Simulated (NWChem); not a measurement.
**CH4AlClO (SMILES C[O][AlH][Cl]): levels of theory compared**

Wanted: a comparison of 3 runs (HF/STO-3G, HF/3-21G, B3LYP/6-31G*) of CH4AlClO. 

The calculation is run with NWChem 7.3.0.

### 1 The structure to begin with

CH4AlClO has 8 atoms, charge 0, and is taken as a singlet. SMILES: `C[O][AlH][Cl]`. The shape is that of a PBE0-D4/def2-TZVP optimisation. This is one conformer, not always the lowest.

Bond lengths: C1–O2 1.400 Å, O2–Al3 1.672 Å, Al3–Cl4 2.097 Å, C1–H5 1.094 Å, C1–H6 1.096 Å, C1–H7 1.094 Å, Al3–H8 1.563 Å. Angles: C1–O2–Al3 136.5°, O2–Al3–Cl4 118.9°, O2–C1–H5 109.9°, O2–C1–H6 112.3°, O2–C1–H7 109.8°, O2–Al3–H8 119.8°, Cl4–Al3–H8 121.3°, H5–C1–H6 108.3°, H5–C1–H7 108.0°, H6–C1–H7 108.3°.

### 2 Energy and gradient at HF/STO-3G (run 1)

Contents of mol.nw:

```
START mol
TITLE "CH4AlClO hf"
memory total 2200 mb

GEOMETRY units angstroms noautosym nocenter noautoz
  C      0.132200     1.250600     0.263000
  O      0.645300     0.052000    -0.246000
  Al     0.103400    -1.519700    -0.426600
  Cl    -1.829000    -2.007800     0.224400
  H      0.118400     2.012400    -0.522500
  H     -0.886500     1.136200     0.650000
  H      0.770200     1.612600     1.075000
  H      1.038000    -2.593300    -1.072900
END

BASIS "ao basis" spherical bse
  C library STO-3G
  O library STO-3G
  Al library STO-3G
  Cl library STO-3G
  H library STO-3G
END

SCF
  thresh 1e-08
  maxiter 80
  noprint "final vectors analysis"
END

TASK scf gradient
```

On the command line:

```bash
$ nwchem mol.nw > mol.out
```

Output:

```text
[...]
  functions       =    32
[...]
  wavefunction    = RHF
[...]
         Total SCF energy =   -807.298232880115
      One-electron energy =  -1512.507946139224
      Two-electron energy =    509.168925712582
 Nuclear repulsion energy =    196.040787546527
        Time for solution =      0.8s
[...]
                         RHF ENERGY GRADIENTS
    atom               coordinates                        gradient
                 x          y          z           x          y          z
   1 C       0.249822   2.363291   0.496998    0.009537   0.010730  -0.001079
   2 O       1.219440   0.098266  -0.464873   -0.008781   0.036976   0.012859
   3 Al      0.195398  -2.871817  -0.806157   -0.023836  -0.001212   0.009258
   4 Cl     -3.456309  -3.794192   0.424055   -0.009192  -0.003178   0.002875
   5 H       0.223744   3.802885  -0.987382    0.001623  -0.003732  -0.000515
   6 H      -1.675242   2.147107   1.228322    0.002032  -0.005658  -0.002240
   7 H       1.455467   3.047372   2.031455    0.000877  -0.003278  -0.002283
   8 H       1.961536  -4.900626  -2.027487    0.027740  -0.030649  -0.018875
[...]
```

It took 1.8 s on 1 thread of AMD EPYC 9R45 (Zen 5), shared host; peak memory 0.099 GiB.

### 3 Energy and forces at HF/3-21G (run 2)

Contents of mol.nw:

```
start mol
title "CH4AlClO gradient"
memory total 2200 mb

geometry units angstroms noautosym nocenter noautoz
  C      0.132200     1.250600     0.263000
  O      0.645300     0.052000    -0.246000
  Al     0.103400    -1.519700    -0.426600
  Cl    -1.829000    -2.007800     0.224400
  H      0.118400     2.012400    -0.522500
  H     -0.886500     1.136200     0.650000
  H      0.770200     1.612600     1.075000
  H      1.038000    -2.593300    -1.072900
end

basis spherical bse
  * library 3-21G
end

scf
  thresh 1e-08
  maxiter 80
  print low
end

task scf gradient
```

On the command line:

```bash
$ nwchem mol.nw > mol.out
```

Output:

```text
[...]
  functions       =    52
[...]
  wavefunction    = RHF
[...]
         Total SCF energy =   -812.425707836982
      One-electron energy =  -1515.034394259626
      Two-electron energy =    506.567898876116
 Nuclear repulsion energy =    196.040787546527
        Time for solution =      1.2s
[...]
                         RHF ENERGY GRADIENTS
    atom               coordinates                        gradient
                 x          y          z           x          y          z
   1 C       0.249822   2.363291   0.496998    0.002590  -0.026686  -0.007790
   2 O       1.219440   0.098266  -0.464873    0.003064   0.016527   0.002950
   3 Al      0.195398  -2.871817  -0.806157   -0.037285  -0.004311   0.013860
   4 Cl     -3.456309  -3.794192   0.424055    0.032358   0.007801  -0.010999
   5 H       0.223744   3.802885  -0.987382    0.000497   0.004420  -0.006147
   6 H      -1.675242   2.147107   1.228322   -0.006064  -0.001843   0.002022
   7 H       1.455467   3.047372   2.031455    0.005174   0.001547   0.005326
   8 H       1.961536  -4.900626  -2.027487   -0.000334   0.002545   0.000778
 Task  times  cpu:        1.8s     wall:        1.8s
 Total times  cpu:        1.8s     wall:        1.8s
```

Wall time 2.2 s (1 thread of AMD EPYC 9R45 (Zen 5), shared host); peak memory 0.099 GiB.

### 4 Energy and gradient at B3LYP/6-31G(d) (Cartesian functions) (run 3)

Contents of work.nw:

```
start work
title "CH4AlClO"
memory stack 880 mb heap 220 mb global 1100 mb

geometry noautosym nocenter noautoz
   C     0.132200    1.250600    0.263000
   O     0.645300    0.052000   -0.246000
   Al    0.103400   -1.519700   -0.426600
   Cl   -1.829000   -2.007800    0.224400
   H     0.118400    2.012400   -0.522500
   H    -0.886500    1.136200    0.650000
   H     0.770200    1.612600    1.075000
   H     1.038000   -2.593300   -1.072900
end

basis
   C library 6-31G*
   O library 6-31G*
   Al library 6-31G*
   Cl library 6-31G*
   H library 6-31G*
end

dft
   xc b3lyp
   grid xfine
   convergence energy 1e-08
   iterations 100
   mulliken
end

task dft gradient
```

On the command line:

```bash
$ nwchem work.nw > work.out
```

Output:

```text
[...]
          Wavefunction type:  closed shell.
          No. of atoms     :     8
          No. of electrons :    48
[...]
          Charge           :     0
          Spin multiplicity:     1
[...]
          AO basis - number of functions:    76
[...]
              XC Information
              --------------
                         B3LYP Method XC Potential
                     Hartree-Fock (Exact) Exchange  0.200
                        Slater Exchange Functional  0.800 local
                    Becke 1988 Exchange Functional  0.720 non-local
              Lee-Yang-Parr Correlation Functional  0.810
                  VWN I RPA Correlation Functional  0.190 local
[...]
 d= 0,ls=0.0,diis     1   -818.3958120049 -1.01D+03  1.81D-02  7.95D-01     1.7
[...]
 d= 0,ls=0.0,diis    10   -818.4728644224 -1.99D-09  2.73D-07  7.44D-10    13.5
         Total DFT energy =     -818.472864422384
      One electron energy =    -1520.491047840572
           Coulomb energy =      568.514311414134
    Exchange-Corr. energy =      -62.536915542473
 Nuclear repulsion energy =      196.040787546527
[...]
      Total Density - Mulliken Population Analysis
     ---------------------------------------------
    Atom       Charge   Shell Charges
 -----------   ------   -------------------------------------------------------
    1 C    6     6.19   1.99  0.69  2.07  0.57  0.82  0.06
    2 O    8     8.57   1.99  0.89  2.95  0.92  1.79  0.02
    3 Al  13    12.34   2.00  1.99  5.97  0.87  1.11  0.09  0.14  0.17
    4 Cl  17    17.28   2.00  1.99  5.97  1.45  3.64  0.54  1.72 -0.04
    5 H    1     0.85   0.53  0.31
    6 H    1     0.85   0.53  0.32
    7 H    1     0.85   0.53  0.31
    8 H    1     1.07   0.49  0.58
[...]
  wavefunction    = closed shell
[...]
```

Run time: 19 s. Hardware: 1 thread of AMD EPYC 9R45 (Zen 5), shared host; peak memory 0.14 GiB.

### 5 The series

```tsv
run	level	Cartesian functions	iteration cap	energy (Eh)	dipole moment (D)	largest force (eV/Å)	wall time
1	HF/STO-3G	no	80	-807.298233	2.26	2.337	1.8 s
2	HF/3-21G	no	80	-812.425708	–	2.057	2.2 s
3	B3LYP/6-31G* (Cartesian functions)	yes	100	-818.472864	1.33	0.448	19 s
```

### 6 Results

| quantity | value |
| --- | --- |
| run 3: total energy | -818.47286 Eh |
| run 3: dipole moment | 1.33 D |
| run 3: HOMO energy | -8.07 eV |
| run 3: LUMO energy | -0.84 eV |
| run 3: HOMO–LUMO gap | 7.23 eV |
| run 3: largest force on an atom | 0.448 eV/Å |

In run 1 the basis is minimal, so the values are rough. All runs together took 23 s, the longest 19 s.
